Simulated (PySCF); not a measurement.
**One shape, several levels: CH5BOSi (SMILES O=CB[SiH3])**

Wanted: a comparison of 4 runs (B3LYP/6-31G*, PBE0/def2-SVP, wB97X/def2-TZVP, CCSD/def2-SVP) of CH5BOSi. Input form: a Python script.

Program for the calculation: PySCF 2.14.0.

1 further run of the same task is left out (it didn't finish).

### Step 1. The molecule

CH5BOSi has 9 atoms, charge 0, and is taken as a singlet. SMILES: `O=CB[SiH3]`. The coordinates come from a PBE0-D4/def2-TZVP relaxation. This is one conformer, not always the lowest.

Bond lengths: O1–C2 1.223 Å, C2–B3 1.533 Å, B3–Si4 2.010 Å, C2–H5 1.103 Å, B3–H6 1.195 Å, Si4–H7 1.493 Å, Si4–H8 1.487 Å, Si4–H9 1.487 Å. Some angles: O1–C2–B3 97.6°, C2–B3–Si4 121.3°, O1–C2–H5 122.1°, B3–C2–H5 140.3°, C2–B3–H6 116.4°, Si4–B3–H6 121.8°, B3–Si4–H7 107.1°, B3–Si4–H8 112.8°, B3–Si4–H9 111.7°, H7–Si4–H8 108.2°.

### Step 2. Energy and forces at B3LYP/6-31G(d) (spherical functions) (run 1)

input.xyz

```xyz
9
CH5BOSi
O      1.060000     1.660600    -0.887400
C      0.382900     0.824100    -1.467700
B     -0.549900     0.473800    -0.302100
Si    -0.033900    -0.897000     1.073900
H      0.558700     0.558900    -2.523900
H     -1.528900     1.149300    -0.182900
H     -1.009100    -2.021200     0.959700
H      1.333000    -1.442600     0.858300
H     -0.124400    -0.352200     2.455000
```

input.py

```python
# O=CB[SiH3]
import pyscf.grad
from pyscf import gto, dft

mol = gto.M(
    atom='input.xyz',
    max_memory=1860,
    verbose=4,
    basis='6-31g*',
)

mf = dft.RKS(mol, xc='b3lyp')
mf.grids.level = 5
mf.conv_tol = 1e-10
mf.kernel()
if not mf.converged:
    mf = mf.newton().run(mf.mo_coeff, mf.mo_occ)

etot = mf.e_tot
print('E(%s) = %.9f' % ('B3LYP', etot))
grad = mf.Gradients().kernel()
mf.analyze()
```

Run with:

```bash
$ OMP_NUM_THREADS=1 python input.py
```

The program printed:

```text
PySCF version 2.14.0

[... 99 lines left out ...]
DFT Exchange-Correlation Energy =      -40.846535867667392
[... 11 lines left out ...]
MO #10  energy= -0.635647396134313 occ= 2
[... 9 lines left out ...]
MO #20  energy= -0.0591514794043166 occ= 0
[... 9 lines left out ...]
MO #30  energy= 0.231213555315128  occ= 0
[... 9 lines left out ...]
MO #40  energy= 0.67340888742767   occ= 0
[... 9 lines left out ...]
MO #50  energy= 0.970278115208852  occ= 0
[... 9 lines left out ...]
MO #60  energy= 1.62838158310034   occ= 0
[... 9 lines left out ...]
MO #70  energy= 2.91443021523032   occ= 0
[... 82 lines left out ...]
Dipole moment(X, Y, Z, Debye): -0.76243, -0.80687, -1.58929
```

It took 49 s on 1 thread of Intel Xeon at 2.50GHz (Skylake/Cascade Lake), shared host; peak memory 0.72 GiB.

### Step 3. Energy and forces at PBE0/def2-SVP (run 2)

calc.py

```python
from pyscf import gto, dft

system = gto.M(
    atom=[
    ('O', (1.060000, 1.660600, -0.887400)),
    ('C', (0.382900, 0.824100, -1.467700)),
    ('B', (-0.549900, 0.473800, -0.302100)),
    ('Si', (-0.033900, -0.897000, 1.073900)),
    ('H', (0.558700, 0.558900, -2.523900)),
    ('H', (-1.528900, 1.149300, -0.182900)),
    ('H', (-1.009100, -2.021200, 0.959700)),
    ('H', (1.333000, -1.442600, 0.858300)),
    ('H', (-0.124400, -0.352200, 2.455000)),
],
    basis='def2-svp',
    max_memory=1860,
    charge=0,
    verbose=4,
)

mf = dft.RKS(system)
mf.xc = 'pbe0'
mf.conv_tol = 1e-10
mf.grids.level = 5
mf.kernel()
if not mf.converged:
    mf = mf.newton().run(mf.mo_coeff, mf.mo_occ)

energy = mf.e_tot
print('E(%s) = %.9f' % ('PBE0', energy))
grad = mf.nuc_grad_method().kernel()
mf.analyze()
```

Run with:

```bash
$ OMP_NUM_THREADS=1 python calc.py
```

The program printed:

```text
PySCF version 2.14.0

[... 95 lines left out ...]
One-electron Energy =                 -853.689627644174493
[... 12 lines left out ...]
MO #8   energy= -3.65973288565518  occ= 2
[... 10 lines left out ...]
MO #19  energy= -0.285425982881558 occ= 2
[... 10 lines left out ...]
MO #30  energy= 0.250858780164091  occ= 0
[... 10 lines left out ...]
MO #41  energy= 0.553885819376585  occ= 0
[... 10 lines left out ...]
MO #52  energy= 0.941842575623266  occ= 0
[... 10 lines left out ...]
MO #63  energy= 1.5339145694896    occ= 0
[... 10 lines left out ...]
MO #74  energy= 2.07795808017104   occ= 0
[... 10 lines left out ...]
MO #85  energy= 3.55396821742927   occ= 0
[... 97 lines left out ...]
Dipole moment(X, Y, Z, Debye): -0.76755, -0.85770, -1.60527
```

Run time: 58 s. Hardware: 1 thread of Intel Xeon at 2.50GHz (Skylake/Cascade Lake), shared host; peak memory 0.86 GiB.

### Step 4. Energy and gradient at wB97X/def2-TZVP (run 3)

Edit calc.py of step 3 so:

```diff
@@ -2,4 +2,4 @@
 
-system = gto.M(
-    atom=[
+system = gto.Mole()
+system.atom = [
     ('O', (1.060000, 1.660600, -0.887400)),
@@ -13,11 +13,9 @@
     ('H', (-0.124400, -0.352200, 2.455000)),
-],
-    basis='def2-svp',
-    max_memory=1860,
-    charge=0,
-    verbose=4,
-)
+]
+system.max_memory = 1860
+system.verbose = 3
+system.basis = 'def2-tzvp'
+system.build()
 
-mf = dft.RKS(system)
-mf.xc = 'pbe0'
+mf = dft.RKS(system, xc='wb97x')
 mf.conv_tol = 1e-10
@@ -28,4 +26,4 @@
 
-energy = mf.e_tot
-print('E(%s) = %.9f' % ('PBE0', energy))
+etot = mf.e_tot
+print('Final energy', etot)
 grad = mf.nuc_grad_method().kernel()
```

Run with:

```bash
$ OMP_NUM_THREADS=1 python calc.py
```

The program printed:

```text
converged SCF energy = -430.638165360597
[... 17 lines left out ...]
MO #8   energy= -3.72047052376086  occ= 2
[... 18 lines left out ...]
MO #27  energy= 0.164294578403874  occ= 0
[... 18 lines left out ...]
MO #46  energy= 0.512439793759182  occ= 0
[... 18 lines left out ...]
MO #65  energy= 1.0278878164489    occ= 0
[... 18 lines left out ...]
MO #84  energy= 1.54758986760065   occ= 0
[... 18 lines left out ...]
MO #103 energy= 2.17730797651321   occ= 0
[... 18 lines left out ...]
MO #122 energy= 2.83600128208796   occ= 0
[... 18 lines left out ...]
MO #141 energy= 4.53484932008953   occ= 0
[... 18 lines left out ...]
MO #160 energy= 43.677274984426    occ= 0
[... 10 lines left out ...]
Dipole moment(X, Y, Z, Debye): -0.92960, -1.02548, -1.59358
```

It took 7.1 min on 1 thread of Intel Xeon at 2.50GHz (Skylake/Cascade Lake), shared host; peak memory 2 GiB.

### Step 5. A single-point energy at CCSD/def2-SVP (run 4)

run.py

```python
# O=CB[SiH3]
from pyscf import gto, scf, cc

molecule = gto.Mole()
molecule.atom = '''
O        1.060000       1.660600      -0.887400
C        0.382900       0.824100      -1.467700
B       -0.549900       0.473800      -0.302100
Si      -0.033900      -0.897000       1.073900
H        0.558700       0.558900      -2.523900
H       -1.528900       1.149300      -0.182900
H       -1.009100      -2.021200       0.959700
H        1.333000      -1.442600       0.858300
H       -0.124400      -0.352200       2.455000
'''
molecule.basis = 'def2-svp'
molecule.max_memory = 1860
molecule.charge = 0
molecule.spin = 0
molecule.verbose = 4
molecule.build()

calc0 = scf.RHF(molecule)
calc0.conv_tol = 1e-10
calc0.kernel()
if not calc0.converged:
    calc0 = calc0.newton().run(calc0.mo_coeff, calc0.mo_occ)

mycc = cc.CCSD(calc0, frozen=8)
mycc.kernel()
e_final = mycc.e_tot
print('Final energy', e_final)
dip = calc0.dip_moment()
pop, q = calc0.mulliken_pop()
```

Run with:

```bash
$ OMP_NUM_THREADS=1 python run.py
```

The program printed:

```text
PySCF version 2.14.0

[... 69 lines left out ...]
converged SCF energy = -428.996381612563
[... 12 lines left out ...]
Init t2, MP2 energy = -429.491982567808  E_corr(MP2) -0.495600955245542
[... 14 lines left out ...]
CCSD converged
[... 1 line left out ...]
Final energy -429.53869308412857
Dipole moment(X, Y, Z, Debye): -1.30847, -1.34237, -1.78551
[... 95 lines left out ...]
charge of    8H =     -0.12429
```

Wall time 36 s (1 thread of Intel Xeon at 2.50GHz (Skylake/Cascade Lake), shared host); peak memory 0.38 GiB.

### Step 6. Overview of the runs

| run | level | task | integration grid | energy (Eh) | dipole moment (D) of the reference | HOMO energy (eV) | LUMO energy (eV) | wall time |
| --- | --- | --- | --- | --- | --- | --- | --- | --- |
| 1 | B3LYP/6-31G* (spherical functions) | gradient | 5 | -430.620197 | 1.94 | -7.36 | -1.61 | 49 s |
| 2 | PBE0/def2-SVP | gradient | 5 | -430.127146 | 1.98 | -7.77 | -1.69 | 58 s |
| 3 | wB97X/def2-TZVP | gradient | 5 | -430.638165 | 2.11 | -10.20 | 0.46 | 7.1 min |
| 4 | CCSD/def2-SVP | energy | – | -429.538693 | 2.59 | -11.26 | 1.97 | 36 s |

### Step 7. Summary of results

```
                                          quantity          value
                               run 4: total energy  -429.53869 Eh
       run 4: dipole moment (Hartree–Fock density)         2.59 D
        run 4: HOMO energy (Hartree–Fock orbitals)      -11.26 eV
        run 4: LUMO energy (Hartree–Fock orbitals)        1.97 eV
      run 4: HOMO–LUMO gap (Hartree–Fock orbitals)       13.23 eV
run 4: correlation energy (8 core orbitals frozen)     -542.3 mEh
                              run 4: T1 diagnostic          0.022
```

What this shows: Over runs 1, 2, 3 the dipole moment (its size) runs from 1.94 D (B3LYP/6-31G*) to 2.11 D (wB97X/def2-TZVP). The two ends differ in method and basis. Over runs 1, 2, 3 the HOMO–LUMO gap runs from 5.75 eV (B3LYP/6-31G*) to 10.65 eV (wB97X/def2-TZVP). Totals of different functionals can't be ranked against each other. All runs together took 9.5 min, the longest 7.1 min.
